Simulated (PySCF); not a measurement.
# C3H5AlCl3Ga: the cost of one run

Computed with PySCF 2.14.0 and routines of our own; the level stands in each step. Atoms count from 0.

## Step 1: The starting structure

13 atoms, charge 0, multiplicity 1; geometry from: GFN2-xTB.

## Step 2: Vibronic structure: TDDFT PBE0/def2-SVP

What the job is given:

```
{"job": {"kind": "vib", "xc": "PBE0", "basis": "def2-SVP", "tda": false}, "charge": 0, "multiplicity": 1}
Cl     4.393100    -0.013990     1.082836
C      3.280577     0.464595    -0.259714
C      1.949607    -0.016555     0.007588
C      0.837944    -0.436166     0.264672
Al    -0.920981    -1.111354     0.747756
Cl    -2.054800    -1.268865    -1.129364
Ga    -3.283177     0.544311    -0.541955
Cl    -2.083204     0.646978     1.377299
H      3.303060     1.554289    -0.312204
H      3.684660     0.030713    -1.175965
H     -1.437252    -2.265619     1.619404
H     -2.929708     1.735749    -1.462995
H     -4.744214     0.136402    -0.235085
```

Method: TDDFT PBE0/def2-SVP vertical-gradient vibronic structure (displaced harmonic oscillators, Condon), gas phase.

Launch:

```bash
OMP_NUM_THREADS=1 python excited_run.py task.json out
```

This one command runs all jobs of the session in turn.

Q: Estimate the wall time and peak memory of this first job on 1 thread of Arm Neoverse V2, shared host.

About 94 s, with a peak of 1.3 GiB.
